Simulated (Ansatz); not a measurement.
CsLiCr2Te2S3: band structure with LDA

Crystal: CsLiCr2Te2S3.

```
CELL_PARAMETERS angstrom
3.42162 -5.18069 0.00784
3.42162 5.18069 0.00784
-2.90411 0.00000 7.43093
ATOMIC_POSITIONS crystal
Cs 0.09374 0.09374 0.00853
Li 0.58875 0.58875 0.55336
Cr 0.05646 0.46755 0.55790
Cr 0.46755 0.05646 0.55790
Te 0.56486 0.87357 0.29035
Te 0.87357 0.56486 0.29035
S 0.81151 0.39697 0.73347
S 0.39697 0.81151 0.73347
S 0.21404 0.21404 0.48371
```

The cell was built by a generator and needn't be a form met in nature.

| Quantity | Value |
| --- | --- |
| Program | Ansatz 0.2.0 |
| Task | band structure |
| Functional | LDA |
| Potentials or basis | all-electron LAPW, scalar-relativistic |
| Cutoff | 292 eV (chosen from the basis error) |
| Basis error allowed | 0.002 eV/atom |
| k mesh | 4 × 4 × 3 |
| Occupations | fermi-dirac, width 0.05 eV |
| Spin | collinear spin, ferromagnetic start |
| Starting moments | [0.0, 0.0, 3.0, 3.0, 0.0, 0.0, 0.0, 0.0, 0.0] μB |

```yaml
Pressure: -3.8 GPa
Largest_force: 0.566 eV/Å
Band_gap_along_the_path: none (metal or under the smearing width)
Net_moment: 4.00 μB per cell
Absolute_moment: 5.24 μB per cell
Site_moments: Cs -0.00; Li +0.00; Cr +2.09; Te -0.13; S -0.04 μB
```

Forces in eV/Å, atoms in the order of the input:
```
Cs  -0.039  0.000  0.045
Li  -0.044  0.000 -0.006
Cr   0.057 -0.025  0.052
Cr   0.057  0.025  0.052
Te   0.002  0.152  0.373
Te   0.002 -0.152  0.373
S   -0.047 -0.161 -0.541
S   -0.047  0.161 -0.541
S    0.059  0.000  0.191
```

Stress tensor (GPa, compression positive):
```
-3.70  0.00 -0.05
 0.00 -4.24  0.00
-0.05  0.00 -3.56
```

Levels at the corners of the path, in eV from the Fermi level:
Spin up:
```csv
point,band 73,band 74,band 75,band 76,band 77,band 78,band 79,band 80
Γ,-0.98,-0.70,-0.43,-0.41,-0.13,0.18,0.68,1.02
Y,-0.86,-0.50,-0.39,-0.03,0.24,0.70,0.79,0.93
F,-0.86,-0.40,-0.38,0.04,0.14,0.60,0.61,0.73
H,-0.87,-0.61,-0.37,-0.05,0.14,0.73,0.77,0.90
Z,-0.97,-0.71,-0.41,-0.40,-0.04,0.08,0.58,0.60
I,-0.62,-0.50,-0.44,0.06,0.17,0.58,0.64,0.66
F1,-0.86,-0.40,-0.38,0.04,0.14,0.60,0.61,0.73
```
Spin down:
```tsv
point	band 68	band 69	band 70	band 71	band 72	band 73	band 74	band 75	band 76	band 77
Γ	-2.21	-1.97	-1.74	-0.78	-0.60	0.48	0.62	0.82	0.87	1.26
Y	-1.89	-1.87	-1.46	-1.11	-0.29	0.58	0.70	1.04	1.12	1.23
F	-2.20	-2.05	-1.41	-0.93	-0.24	0.68	0.75	1.04	1.07	1.24
H	-2.02	-1.81	-1.42	-1.30	-0.40	0.58	0.69	0.95	1.05	1.30
Z	-2.40	-2.20	-1.72	-0.75	-0.65	0.49	0.59	0.92	0.93	1.22
I	-2.45	-2.07	-1.35	-0.81	-0.18	0.70	0.75	0.93	1.07	1.26
F1	-2.20	-2.05	-1.41	-0.93	-0.24	0.68	0.75	1.04	1.07	1.24
```

Wall time 65 s on 8 threads of AMD EPYC 9R45 96-Core Processor (Zen 5), with other jobs on the host, peak memory 2.5 GiB.

Caveat: the k mesh is thin for a metal, which can move the energy by tens of meV per atom; spin-orbit coupling is left out, which moves the levels of the heavy elements; only a ferromagnetic start was run, and an antiferromagnetic order may lie lower in energy.
